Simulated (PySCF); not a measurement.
# [WO2F2]−: other functionals and bases at one geometry

How far do other levels of theory move the description of [WO2F2]−, and what does each cost? The structure is generated, not taken from experiment.

The runs use PySCF 2.14.0; several levels, as the steps say, no spin–orbit coupling.

1 further run of the same task is left out (for a known fault of the program).

## (1) Where the work starts

5 atoms, charge -1, spin multiplicity 2.

Bond lengths: W1–O2 1.745 Å, W1–O3 1.745 Å, W1–F4 1.954 Å, W1–F5 1.954 Å. Angles: O2–W1–O3 112.8°, O2–W1–F4 115.0°, O2–W1–F5 115.0°, O3–W1–F4 115.0°, O3–W1–F5 115.0°, F4–W1–F5 80.6°.

As a file:

| atom | x (Å) | y (Å) | z (Å) |
| --- | --- | --- | --- |
| W1 | 0.00000 | 0.00000 | 0.19753 |
| O2 | 1.02772 | 1.02772 | 1.16317 |
| O3 | -1.02772 | -1.02772 | 1.16317 |
| F4 | 0.89374 | -0.89374 | -1.29264 |
| F5 | -0.89374 | 0.89374 | -1.29264 |

Formal oxidation states: W +5. An earlier session relaxed this geometry at B3LYP, W def2-SVP with ECP60, O def2-SVP, F def2-SVP (doublet, point group C2v).

At B3LYP on the finer grid: E = -417.238316 Eh, HOMO -0.06 eV, LUMO 2.92 eV (over both spins), ⟨S²⟩ = 0.754, Mulliken charge on W1 +0.81 e, largest force component 0.082 eV/Å. 

Levels to run: BP86; TPSS; M06-L; TPSSh; B3LYP, TZVP; B3LYP, x2c-SVP. Hardware: 2 threads of Arm Neoverse V2, shared host.

## (2) BP86

run.py (the lines that set the calculation) reads:

```python
mol = gto.M(atom='''
W      0.00000     0.00000     0.19753
O      1.02772     1.02772     1.16317
O     -1.02772    -1.02772     1.16317
F      0.89374    -0.89374    -1.29264
F     -0.89374     0.89374    -1.29264''',
    basis={'W': 'def2-SVP', 'O': 'def2-SVP', 'F': 'def2-SVP'},
    ecp={'W': 'def2-SVP'},
    charge=-1, spin=1)
mf = dft.UKS(mol, xc='B88,P86')
mf.grids.atom_grid = (75, 302)
mf = mf.density_fit()  # fitting sets: W def2-universal-JKFIT, O def2-universal-JKFIT, F def2-universal-JKFIT
mf.conv_tol = 1e-08; mf.max_cycle = 55
mf.kernel(dm0)  # dm0: the density of the relaxed state
```

On the command line:

```console
$ OMP_NUM_THREADS=2 python run.py
```

The log of the run:

```text
init E= -417.347556721971
  HOMO = 0.0301415904531  LUMO = 0.078002695713  gap/eV = 1.30237
cycle= 1 E= -417.331885391944  delta_E= 0.0157  |g|= 0.222  |ddm|= 0.252
  HOMO = 0.0771807119668  LUMO = 0.119788745976  gap/eV = 1.15942
cycle= 2 E= -417.123183843993  delta_E= 0.209  |g|= 0.729  |ddm|= 0.796
  HOMO = 0.0397054853513  LUMO = 0.0860768432972  gap/eV = 1.26183
cycle= 3 E= -417.34827676238  delta_E= -0.225  |g|= 0.0924  |ddm|= 0.641
  HOMO = 0.0392185843969  LUMO = 0.0855488268769  gap/eV = 1.26071
cycle= 4 E= -417.35157438607  delta_E= -0.0033  |g|= 0.0118  |ddm|= 0.0651
  HOMO = 0.038227978864  LUMO = 0.0848984557299  gap/eV = 1.26997
cycle= 5 E= -417.351604828403  delta_E= -3.04e-05  |g|= 0.00585  |ddm|= 0.0105
  HOMO = 0.0391456415748  LUMO = 0.0858598967958  gap/eV = 1.27116
cycle= 6 E= -417.351621978175  delta_E= -1.71e-05  |g|= 0.000654  |ddm|= 0.00707
  HOMO = 0.0391686598413  LUMO = 0.0859075257246  gap/eV = 1.27183
cycle= 7 E= -417.351622024468  delta_E= -4.63e-08  |g|= 0.00056  |ddm|= 0.000629
  HOMO = 0.0391711481335  LUMO = 0.0859140573498  gap/eV = 1.27194
cycle= 8 E= -417.351622150093  delta_E= -1.26e-07  |g|= 0.000107  |ddm|= 0.000427
  HOMO = 0.0391761474614  LUMO = 0.0859269019312  gap/eV = 1.27215
cycle= 9 E= -417.351622155074  delta_E= -4.98e-09  |g|= 1.92e-05  |ddm|= 9.22e-05
  HOMO = 0.0391723786277  LUMO = 0.0859252662229  gap/eV = 1.27221
Extra cycle  E= -417.351622154441  delta_E= 6.32e-10  |g|= 4.57e-05  |ddm|= 5.72e-05
converged SCF energy = -417.351622154441  <S^2> = 0.75353399  2S+1 = 2.0035309
```

Run time: 4 s. Hardware: 2 threads of Arm Neoverse V2, shared host.

Result: E = -417.351622 Eh, HOMO 1.07 eV, LUMO 2.34 eV (over both spins), ⟨S²⟩ = 0.754, Mulliken charge on W1 +0.62 e, largest force component 0.542 eV/Å. The highest filled level lies above zero; it isn't the detachment energy.

## (3) TPSS

run.py (the lines that set the calculation), as its differences from that of step 2:

```diff
@@ -9,3 +9,3 @@
     charge=-1, spin=1)
-mf = dft.UKS(mol, xc='B88,P86')
+mf = dft.UKS(mol, xc='TPSS')
 mf.grids.atom_grid = (75, 302)
```

On the command line:

```console
$ OMP_NUM_THREADS=2 python run.py
```

The log of the run:

```text
init E= -417.265208321484
  HOMO = 0.0323681468058  LUMO = 0.0893051045195  gap/eV = 1.54933
cycle= 1 E= -417.260943419738  delta_E= 0.00426  |g|= 0.125  |ddm|= 0.161
  HOMO = 0.0604123050681  LUMO = 0.114545381655  gap/eV = 1.47304
cycle= 2 E= -417.195983192275  delta_E= 0.065  |g|= 0.412  |ddm|= 0.433
  HOMO = 0.0391177092318  LUMO = 0.0951338504683  gap/eV = 1.52428
cycle= 3 E= -417.266068162875  delta_E= -0.0701  |g|= 0.0568  |ddm|= 0.342
  HOMO = 0.0389860374462  LUMO = 0.0949459703944  gap/eV = 1.52275
cycle= 4 E= -417.267345086306  delta_E= -0.00128  |g|= 0.00353  |ddm|= 0.0383
  HOMO = 0.038336551689  LUMO = 0.0944192253819  gap/eV = 1.52609
cycle= 5 E= -417.267347537658  delta_E= -2.45e-06  |g|= 0.00209  |ddm|= 0.00477
  HOMO = 0.0386865159994  LUMO = 0.0947771770733  gap/eV = 1.52630
cycle= 6 E= -417.267349724693  delta_E= -2.19e-06  |g|= 0.000237  |ddm|= 0.00267
  HOMO = 0.0386887404205  LUMO = 0.0947882059379  gap/eV = 1.52654
cycle= 7 E= -417.267349742192  delta_E= -1.75e-08  |g|= 0.000118  |ddm|= 0.000207
  HOMO = 0.0386891642893  LUMO = 0.0947899977059  gap/eV = 1.52658
cycle= 8 E= -417.267349746423  delta_E= -4.23e-09  |g|= 6.54e-05  |ddm|= 0.000121
  HOMO = 0.0386917439204  LUMO = 0.0947954368089  gap/eV = 1.52666
Extra cycle  E= -417.267349718475  delta_E= 2.79e-08  |g|= 0.000268  |ddm|= 0.000229
converged SCF energy = -417.267349718475  <S^2> = 0.75413475  2S+1 = 2.0041305
```

Wall time 6.3 s (2 threads of Arm Neoverse V2, shared host).

Result: E = -417.267350 Eh, HOMO 1.05 eV, LUMO 2.58 eV (over both spins), ⟨S²⟩ = 0.754, Mulliken charge on W1 +0.74 e, largest force component 0.592 eV/Å. The highest filled level lies above zero; it isn't the detachment energy.

## (4) M06-L

run.py (the lines that set the calculation), as its differences from that of step 3:

```diff
@@ -9,3 +9,3 @@
     charge=-1, spin=1)
-mf = dft.UKS(mol, xc='TPSS')
+mf = dft.UKS(mol, xc='M06L')
 mf.grids.atom_grid = (75, 302)
```

On the command line:

```console
$ OMP_NUM_THREADS=2 python run.py
```

The log of the run:

```text
init E= -417.207077377849
  HOMO = 0.0308302065939  LUMO = 0.100729844543  gap/eV = 1.90207
cycle= 1 E= -417.212152742961  delta_E= -0.00508  |g|= 0.0534  |ddm|= 0.234
  HOMO = 0.0498083931239  LUMO = 0.119680915083  gap/eV = 1.90133
cycle= 2 E= -417.19965497287  delta_E= 0.0125  |g|= 0.179  |ddm|= 0.176
  HOMO = 0.0395839614786  LUMO = 0.110203429862  gap/eV = 1.92165
cycle= 3 E= -417.213332394386  delta_E= -0.0137  |g|= 0.0141  |ddm|= 0.135
  HOMO = 0.0384301843474  LUMO = 0.109462646744  gap/eV = 1.93289
cycle= 4 E= -417.213409072355  delta_E= -7.67e-05  |g|= 0.00441  |ddm|= 0.0141
  HOMO = 0.038032786589  LUMO = 0.109496202802  gap/eV = 1.94462
cycle= 5 E= -417.213416250856  delta_E= -7.18e-06  |g|= 0.00132  |ddm|= 0.00452
  HOMO = 0.0382845253157  LUMO = 0.109940086327  gap/eV = 1.94985
cycle= 6 E= -417.213417167056  delta_E= -9.16e-07  |g|= 0.000251  |ddm|= 0.00195
  HOMO = 0.0382877052631  LUMO = 0.109965122298  gap/eV = 1.95044
cycle= 7 E= -417.213417232387  delta_E= -6.53e-08  |g|= 8.63e-05  |ddm|= 0.000699
  HOMO = 0.0382779106716  LUMO = 0.109970525042  gap/eV = 1.95086
cycle= 8 E= -417.213417225082  delta_E= 7.3e-09  |g|= 0.0002  |ddm|= 0.000258
  HOMO = 0.0382746101822  LUMO = 0.109971785465  gap/eV = 1.95098
cycle= 9 E= -417.213417242682  delta_E= -1.76e-08  |g|= 2.5e-05  |ddm|= 0.00016
  HOMO = 0.0382742081188  LUMO = 0.109970404182  gap/eV = 1.95095
cycle= 10 E= -417.213417243037  delta_E= -3.54e-10  |g|= 4.08e-06  |ddm|= 3.7e-05
  HOMO = 0.0382751005623  LUMO = 0.109970480847  gap/eV = 1.95093
Extra cycle  E= -417.213417243006  delta_E= 3.07e-11  |g|= 9.82e-06  |ddm|= 1.12e-05
converged SCF energy = -417.213417243006  <S^2> = 0.75616614  2S+1 = 2.0061567
```

Run time: 6.9 s. Hardware: 2 threads of Arm Neoverse V2, shared host.

Result: E = -417.213417 Eh, HOMO 1.04 eV, LUMO 2.99 eV (over both spins), ⟨S²⟩ = 0.756, Mulliken charge on W1 +1.02 e, largest force component 0.246 eV/Å. The highest filled level lies above zero; it isn't the detachment energy.

## (5) TPSSh

run.py (the lines that set the calculation), as its differences from that of step 4:

```diff
@@ -9,3 +9,3 @@
     charge=-1, spin=1)
-mf = dft.UKS(mol, xc='M06L')
+mf = dft.UKS(mol, xc='TPSSH')
 mf.grids.atom_grid = (75, 302)
```

On the command line:

```console
$ OMP_NUM_THREADS=2 python run.py
```

The log of the run:

```text
init E= -417.199266021078
  HOMO = 0.013240734378  LUMO = 0.103712689421  gap/eV = 2.46187
cycle= 1 E= -417.198953829319  delta_E= 0.000312  |g|= 0.0556  |ddm|= 0.106
  HOMO = 0.0244401818211  LUMO = 0.114419335277  gap/eV = 2.44846
cycle= 2 E= -417.189472281276  delta_E= 0.00948  |g|= 0.163  |ddm|= 0.158
  HOMO = 0.0160134140739  LUMO = 0.106651408061  gap/eV = 2.46639
cycle= 3 E= -417.199984943534  delta_E= -0.0105  |g|= 0.0209  |ddm|= 0.124
  HOMO = 0.0163532476621  LUMO = 0.106949113896  gap/eV = 2.46524
cycle= 4 E= -417.200153793022  delta_E= -0.000169  |g|= 0.000972  |ddm|= 0.0139
  HOMO = 0.0165284865667  LUMO = 0.107148342558  gap/eV = 2.46589
cycle= 5 E= -417.200154350806  delta_E= -5.58e-07  |g|= 0.000392  |ddm|= 0.00176
  HOMO = 0.0164284280544  LUMO = 0.107075606959  gap/eV = 2.46664
cycle= 6 E= -417.200154470466  delta_E= -1.2e-07  |g|= 0.000116  |ddm|= 0.000687
  HOMO = 0.0164444572933  LUMO = 0.107102661254  gap/eV = 2.46694
cycle= 7 E= -417.200154496071  delta_E= -2.56e-08  |g|= 5.7e-05  |ddm|= 0.000404
  HOMO = 0.0164388831174  LUMO = 0.107100801116  gap/eV = 2.46704
cycle= 8 E= -417.20015449525  delta_E= 8.21e-10  |g|= 9.82e-05  |ddm|= 0.000131
  HOMO = 0.0164355253708  LUMO = 0.107098800979  gap/eV = 2.46707
Extra cycle  E= -417.200154449281  delta_E= 4.6e-08  |g|= 0.000348  |ddm|= 0.000305
converged SCF energy = -417.200154449281  <S^2> = 0.75488347  2S+1 = 2.0048775
```

Wall time 6.4 s (2 threads of Arm Neoverse V2, shared host).

It gives: E = -417.200154 Eh, HOMO 0.45 eV, LUMO 2.91 eV (over both spins), ⟨S²⟩ = 0.755, Mulliken charge on W1 +0.83 e, largest force component 0.300 eV/Å. The highest filled level lies above zero; it isn't the detachment energy.

## (6) B3LYP, TZVP

Basis: W def2-TZVP with ECP60, O def2-TZVP, F def2-TZVP. 

run.py (the lines that set the calculation) reads:

```python
mol = gto.M(atom='''
W      0.00000     0.00000     0.19753
O      1.02772     1.02772     1.16317
O     -1.02772    -1.02772     1.16317
F      0.89374    -0.89374    -1.29264
F     -0.89374     0.89374    -1.29264''',
    basis={'W': 'def2-TZVP', 'O': 'def2-TZVP', 'F': 'def2-TZVP'},
    ecp={'W': 'def2-TZVP'},
    charge=-1, spin=1)
mf = dft.UKS(mol, xc='B3LYP')
mf.grids.atom_grid = (75, 302)
mf = mf.density_fit()  # fitting sets: W def2-universal-JKFIT, O def2-universal-JKFIT, F def2-universal-JKFIT
mf.conv_tol = 1e-08; mf.max_cycle = 55
mf.kernel(dm0)  # dm0: free metal ions and neutral atoms
```

On the command line:

```console
$ OMP_NUM_THREADS=2 python run.py
```

The log of the run:

```text
init E= -437.364067513657
  HOMO = 0.167812826355  LUMO = 0.169353283298  gap/eV = 0.04192
cycle= 1 E= -407.247682952488  delta_E= 30.1  |g|= 5.22  |ddm|= 5.12
  HOMO = 0.0225178126719  LUMO = 0.0240726008789  gap/eV = 0.04231
cycle= 2 E= -369.437384281538  delta_E= 37.8  |g|= 8.87  |ddm|= 9.14
  HOMO = -0.0415305563389  LUMO = -0.0237548976569  gap/eV = 0.48370
cycle= 3 E= -411.32134526503  delta_E= -41.9  |g|= 4.32  |ddm|= 7.94
  HOMO = 0.117120959271  LUMO = 0.123552709734  gap/eV = 0.17502
cycle= 4 E= -407.041332553048  delta_E= 4.28  |g|= 4.44  |ddm|= 5.31
  HOMO = 0.11278418434  LUMO = 0.135340356636  gap/eV = 0.61378
cycle= 5 E= -416.964044451848  delta_E= -9.92  |g|= 1.16  |ddm|= 4.71
  HOMO = -0.107286601413  LUMO = -0.0724336660961  gap/eV = 0.94840
cycle= 6 E= -417.483876268883  delta_E= -0.52  |g|= 0.704  |ddm|= 2.81
  HOMO = -0.00637395756165  LUMO = 0.076088875987  gap/eV = 2.24393
cycle= 7 E= -417.688439259701  delta_E= -0.205  |g|= 0.155  |ddm|= 0.478
  HOMO = -0.0129324259743  LUMO = 0.0894806929841  gap/eV = 2.78680
cycle= 8 E= -417.69629786429  delta_E= -0.00786  |g|= 0.0696  |ddm|= 0.105
  HOMO = -0.0117390737499  LUMO = 0.0971041845685  gap/eV = 2.96178
cycle= 9 E= -417.698067778835  delta_E= -0.00177  |g|= 0.0267  |ddm|= 0.0413
  HOMO = -0.0108887117398  LUMO = 0.0998257258019  gap/eV = 3.01269
cycle= 10 E= -417.698358115938  delta_E= -0.00029  |g|= 0.0086  |ddm|= 0.0184
  HOMO = -0.0107215440904  LUMO = 0.100429552058  gap/eV = 3.02458
cycle= 11 E= -417.698390277489  delta_E= -3.22e-05  |g|= 0.000722  |ddm|= 0.00735
  HOMO = -0.0106467703131  LUMO = 0.100380532369  gap/eV = 3.02121
cycle= 12 E= -417.698390572281  delta_E= -2.95e-07  |g|= 0.000226  |ddm|= 0.00137
  HOMO = -0.0106366542487  LUMO = 0.100363560868  gap/eV = 3.02047
cycle= 13 E= -417.698390622377  delta_E= -5.01e-08  |g|= 0.000112  |ddm|= 0.000484
  HOMO = -0.010633358662  LUMO = 0.100374414123  gap/eV = 3.02068
cycle= 14 E= -417.698390642372  delta_E= -2e-08  |g|= 3.25e-05  |ddm|= 0.00024
  HOMO = -0.0106381499684  LUMO = 0.100372307398  gap/eV = 3.02075
cycle= 15 E= -417.69839064405  delta_E= -1.68e-09  |g|= 8.71e-06  |ddm|= 7.37e-05
  HOMO = -0.010639832519  LUMO = 0.100371595166  gap/eV = 3.02077
Extra cycle  E= -417.698390643967  delta_E= 8.32e-11  |g|= 2.1e-05  |ddm|= 2.46e-05
converged SCF energy = -417.698390643967  <S^2> = 0.75424362  2S+1 = 2.0042391
```

Run time: 13 s. Hardware: 2 threads of Arm Neoverse V2, shared host.

Result: E = -417.698391 Eh, HOMO -0.29 eV, LUMO 2.73 eV (over both spins), ⟨S²⟩ = 0.754, Mulliken charge on W1 +1.29 e, largest force component 0.253 eV/Å. 

## (7) B3LYP, x2c-SVP

Basis: W x2c-SVPall, O x2c-SVPall, F x2c-SVPall. All electrons are treated, with the spin-free X2C Hamiltonian.

run.py (the lines that set the calculation) reads:

```python
mol = gto.M(atom='''
W      0.00000     0.00000     0.19753
O      1.02772     1.02772     1.16317
O     -1.02772    -1.02772     1.16317
F      0.89374    -0.89374    -1.29264
F     -0.89374     0.89374    -1.29264''',
    basis={'W': 'x2c-SVPall', 'O': 'x2c-SVPall', 'F': 'x2c-SVPall'},
    nucmod='G',
    charge=-1, spin=1)
mf = dft.UKS(mol, xc='B3LYP')
mf.grids.atom_grid = (99, 590)
mf = mf.density_fit()  # fitting sets: W AutoAux, O AutoAux, F AutoAux
mf = mf.sfx2c1e()
mf.conv_tol = 1e-08; mf.max_cycle = 55
mf.kernel(dm0)  # dm0: free metal ions and neutral atoms
```

On the command line:

```console
$ OMP_NUM_THREADS=2 python run.py
```

The log of the run:

```text
init E= -16514.0337683999
  HOMO = 0.180106818268  LUMO = 0.181837475709  gap/eV = 0.04709
cycle= 1 E= -16480.994547323  delta_E=   33  |g|= 5.21  |ddm|= 7.31
  HOMO = 0.157305247902  LUMO = 0.161988954714  gap/eV = 0.12745
cycle= 2 E= -16326.0149798037  delta_E=  155  |g|= 24.9  |ddm|= 12.2
  HOMO = -0.0483193182531  LUMO = -0.0436501541491  gap/eV = 0.12705
cycle= 3 E= -16471.0211519413  delta_E= -145  |g|= 5.94  |ddm|= 9.52
  HOMO = -0.0715341875371  LUMO = -0.0670331029683  gap/eV = 0.12248
cycle= 4 E= -16489.8174883234  delta_E= -18.8  |g|= 2.91  |ddm|= 6.57
  HOMO = 0.0718770076983  LUMO = 0.073456547503  gap/eV = 0.04298
cycle= 5 E= -16485.0645438876  delta_E= 4.75  |g|= 4.17  |ddm|= 4.53
  HOMO = 0.0776254872527  LUMO = 0.106699789686  gap/eV = 0.79115
cycle= 6 E= -16493.4629210601  delta_E= -8.4  |g|= 0.476  |ddm|= 3.51
  HOMO = -0.068377892476  LUMO = 0.00230515558457  gap/eV = 1.92338
cycle= 7 E= -16493.5204949777  delta_E= -0.0576  |g|= 0.415  |ddm|= 1.17
  HOMO = -0.0209769761207  LUMO = 0.0764207089642  gap/eV = 2.65033
cycle= 8 E= -16493.579805035  delta_E= -0.0593  |g|= 0.193  |ddm|= 0.212
  HOMO = -0.0182751015745  LUMO = 0.0884001216866  gap/eV = 2.90278
cycle= 9 E= -16493.5938990371  delta_E= -0.0141  |g|= 0.0704  |ddm|= 0.105
  HOMO = -0.0146776117853  LUMO = 0.0941272907698  gap/eV = 2.96073
cycle= 10 E= -16493.5958805259  delta_E= -0.00198  |g|= 0.0126  |ddm|= 0.0441
  HOMO = -0.0140621971539  LUMO = 0.0948720959522  gap/eV = 2.96425
cycle= 11 E= -16493.5959461114  delta_E= -6.56e-05  |g|= 0.00183  |ddm|= 0.00877
  HOMO = -0.0139650826484  LUMO = 0.0948792776958  gap/eV = 2.96181
cycle= 12 E= -16493.5959473647  delta_E= -1.25e-06  |g|= 0.000321  |ddm|= 0.00206
  HOMO = -0.0139454837113  LUMO = 0.0949036492008  gap/eV = 2.96194
cycle= 13 E= -16493.5959474133  delta_E= -4.86e-08  |g|= 9.34e-05  |ddm|= 0.000426
  HOMO = -0.013953692819  LUMO = 0.094888610758  gap/eV = 2.96175
cycle= 14 E= -16493.5959474191  delta_E= -5.81e-09  |g|= 2.62e-05  |ddm|= 0.000159
  HOMO = -0.0139557872766  LUMO = 0.0948841593246  gap/eV = 2.96169
Extra cycle  E= -16493.5959474187  delta_E= 4.51e-10  |g|= 5.41e-05  |ddm|= 6.67e-05
converged SCF energy = -16493.5959474187  <S^2> = 0.75368317  2S+1 = 2.0036798
```

It took 28 s on 2 threads of Arm Neoverse V2, shared host.

Result: E = -16493.595947 Eh, HOMO -0.38 eV, LUMO 2.58 eV (over both spins), ⟨S²⟩ = 0.754, Mulliken charge on W1 +0.74 e, largest force component 0.608 eV/Å. 

## (8) All levels side by side

| level | state | HOMO (eV) | gap (eV) | charge on W1 (e) | dipole (D) | largest force (eV/Å) | basis functions | time |
| --- | --- | --- | --- | --- | --- | --- | --- | --- |
| B3LYP (relaxed here) | doublet | -0.06 | 2.98 | 0.81 | 0.34 | 0.08 | 88 | 14 s |
| BP86 | doublet | 1.07 | 1.27 | 0.62 | 0.47 | 0.54 | 88 | 4 s |
| TPSS | doublet | 1.05 | 1.53 | 0.74 | 0.45 | 0.59 | 88 | 6.3 s |
| M06-L | doublet | 1.04 | 1.95 | 1.02 | 0.22 | 0.25 | 88 | 6.9 s |
| TPSSh | doublet | 0.45 | 2.47 | 0.83 | 0.39 | 0.30 | 88 | 6.4 s |
| B3LYP, TZVP | doublet | -0.29 | 3.02 | 1.29 | 0.29 | 0.25 | 164 | 13 s |
| B3LYP, x2c-SVP | doublet | -0.38 | 2.96 | 0.74 | 0.32 | 0.61 | 122 | 28 s |

Times are on 2 threads of Arm Neoverse V2, shared host; the first row also made further properties. The dipole of a charged species depends on the origin, so these sizes hold for this origin alone.

In one basis the HOMO–LUMO gap runs from 1.27 eV (BP86) to 2.98 eV (B3LYP). The largest leftover force, 0.61 eV/Å with B3LYP, x2c-SVP, stands at a geometry relaxed at another level. The Mulliken charge on W spans +0.62 to +1.29 e over the levels. Total energies of different levels can't be compared. Spin–orbit coupling is left out throughout.
